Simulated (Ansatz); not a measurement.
# LaP (Pm-3m): energy and pressure against volume

One table from this session's results is given with a row withheld; the runs are named, their logs left out.

Computed with Ansatz 0.2.0 (DFT PBEsol, scalar-relativistic, plane waves, PAW, unless a step's input says otherwise).

**The starting structure**

Symmetry: Pm-3m, No. 221, cubic system. The conventional cell has a = 3.588 Å, b = 3.588 Å, c = 3.588 Å, α = 90.00°, β = 90.00°, γ = 90.00°. Around La (site symmetry m-3m) lie 8 P at 3.11 Å. P (site symmetry m-3m) has 8 La at 3.11 Å as nearest neighbours.

As a file:

```
La P
1.0
     3.58827    0.00000    0.00000
     0.00000    3.58827    0.00000
     0.00000    0.00000    3.58827
La P
1 1
Direct
  0.00000 0.00000 0.00000
  0.50000 0.50000 0.50000
```

An earlier run at PBEsol left this cell at 23.101 Å³/atom and -0.01 GPa (10×10×10 mesh).

Set-up of the first run:

Contents of input.yaml:

```yaml
crystal:
  lattice:
    - [3.5397784789, 0.0, 0.0]
    - [0.0, 3.5397784789, 0.0]
    - [0.0, 0.0, 3.5397784789]
  atoms:
    - { symbol: La, position: [0.0, 0.0, 0.0] }
    - { symbol: P, position: [0.5, 0.5, 0.5] }
basis:
  ecutwfc: 420
  ecutrho_ratio: 4
kpoints:
  mp_grid: { grid: [10, 10, 10] }
hamiltonian:
  xc: pbesol
scf:
  occupations: { method: gaussian, width: 0.05 }
output:
  forces: true
  stress: true
  eigenvalues: true
```

The run is started by

```bash
ansatz run input.yaml --threads 1 --pin off --max-ram 2560MiB --backend cpu --events-out ev --progress --plain --runs-dir out
```

Among the steps run: Volume × 0.96; Volume × 1.04; Volume × 0.92; Volume × 0.88; Volume × 0.84; Volume × 0.8.

One table of the session follows, with a row left open; its other results are not shown here.

It belongs to the step «The curve». 

```
volume (Å³/atom)  energy above the lowest (meV/atom)  pressure (GPa)
          18.481                               332.9            27.3
          19.405                                   ?               ?
          20.329                               103.8            13.3
          21.253                                42.8             8.0
          22.177                                 9.9             3.6
          23.101                                 0.0             0.0
          24.025                                 8.8            -2.9
```

**Question.** Estimate the row for volume (Å³/atom) = 19.405.

Worked estimate for «energy above the lowest (meV/atom)». A straight line through the neighbours (18.481, 332.9) and (20.329, 103.8) gives 332.9 + (103.8 − 332.9) × (19.405 − 18.481) / (20.329 − 18.481) = 218.3; a parabola fitted to 3 rows on both sides gives 200.5.

As computed: energy above the lowest (meV/atom): 198.4; pressure (GPa): 19.6. In «energy above the lowest (meV/atom)» the line misses by +19.9 and the parabola by +2.1.

Caveats from the session: Other structures may be lower in enthalpy at these pressures.
